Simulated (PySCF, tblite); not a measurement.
**C4H9ClOSi: geometry, infrared bands and NMR shifts**

Aim: predict the infrared bands and NMR shifts of C4H9ClOSi (`ClC[C@@H]1CC[SiH2]O1`).

Programs: tblite 0.8.0 and PySCF 2.14.0, with density-fitted response routines of our own. Each step states its level of theory. These are calculated values for one molecule in the gas phase, unless marked as measured. Atoms are numbered from 0 throughout.

## Step 1: The starting structure

16 atoms, charge 0, multiplicity 1; geometry from: force field or distance geometry start.

Bonds of the start (Å): Cl0–C1 1.77, C1–C2 1.53, C2–C3 1.46, C3–C4 1.49, C4–Si5 1.89, Si5–O6 1.74, O6–C2 1.37, C1–H7 1.14, C1–H8 1.09, C2–H9 1.10, C3–H10 1.12, C3–H11 1.11, C4–H12 1.09, C4–H13 1.10, Si5–H14 1.45, Si5–H15 1.44.

## Step 2: Relaxing the molecule with GFN2-xTB

The job: settings as JSON, then the geometry in Å.

```
{"job": {"kind": "relax", "xc": "GFN2-xTB", "basis": "xTB"}, "charge": 0, "multiplicity": 1}
Cl     2.691300    -1.350700    -0.409700
C      1.879400     0.136800     0.112900
C      0.648200    -0.227900     0.949500
C     -0.332700    -0.999000     0.184500
C     -1.684400    -0.378500     0.156400
Si    -1.102000     1.414100     0.293400
O      0.157300     0.968300     1.407200
H      2.600000     0.685700     0.812500
H      1.634000     0.751600    -0.750700
H      1.009300    -0.815900     1.812500
H     -0.418600    -2.029400     0.626500
H      0.022800    -1.105300    -0.857700
H     -2.221500    -0.556400    -0.780100
H     -2.262100    -0.628500     1.055000
H     -0.550400     1.846300    -0.972200
H     -2.078200     2.297900     0.883500
```

On the command line:

```
$ OMP_NUM_THREADS=1 python probes_run.py task.json out
```

The driver reads the jobs from task.json and runs them one after another.

**Question.** This job is followed by: GFN2-xTB harmonic vibrations, gas phase; GIAO PBE0/pcSseg-1 NMR shielding, non-relativistic, gas phase. What will the session give for the following? strongest single infrared mode (GFN2-xTB); zero-point energy (GFN2-xTB); ¹³C shifts against TMS (PBE0/pcSseg-1); ¹H shifts against TMS (PBE0/pcSseg-1); ³⁵Cl shifts against HCl (PBE0/pcSseg-1); ²⁹Si shifts against TMS (PBE0/pcSseg-1); ¹⁷O shifts against H2O (PBE0/pcSseg-1); surface potential, 1st and 99th percentile.

**Answer**, as computed:

| quantity | value |
| --- | --- |
| strongest single infrared mode (GFN2-xTB) | 2293 cm⁻¹, 443 km/mol |
| zero-point energy (GFN2-xTB) | 76.5 kcal/mol |
| ¹³C shifts against TMS (PBE0/pcSseg-1) | 84.1, 54.3, 34.5, 12.4 ppm |
| ¹H shifts against TMS (PBE0/pcSseg-1) | 5.09, 5.00, 4.00, 4.00, 3.18, 2.62, 1.21, 1.19, 1.12 ppm |
| ³⁵Cl shifts against HCl (PBE0/pcSseg-1) | 52 ppm |
| ²⁹Si shifts against TMS (PBE0/pcSseg-1) | 1.7 ppm |
| ¹⁷O shifts against H2O (PBE0/pcSseg-1) | 54.4 ppm |
| surface potential, 1st and 99th percentile | -1.13 V and 1.30 V |

What this shows: The optimisation took 82 steps and gained 0.686 eV; among the close pairs (by a distance rule), Si5–O6 changed most, from 1.739 to 1.638 Å. All 42 modes are real, so the xTB geometry is a minimum. The strongest single mode, at 2293 cm⁻¹, moves mainly H14 and H15. Unscaled tight-binding wavenumbers are off by several per cent, some by more. Its intensities can rank the bands wrongly. C2 (sp3 CH bonded to O) lies farthest downfield among carbon, at 84.1 ppm; pulled downfield by the heteroatom. At PBE0/pcSseg-1: The largest span, 314 ppm, is at Cl0, where the paramagnetic term is -248 ppm.
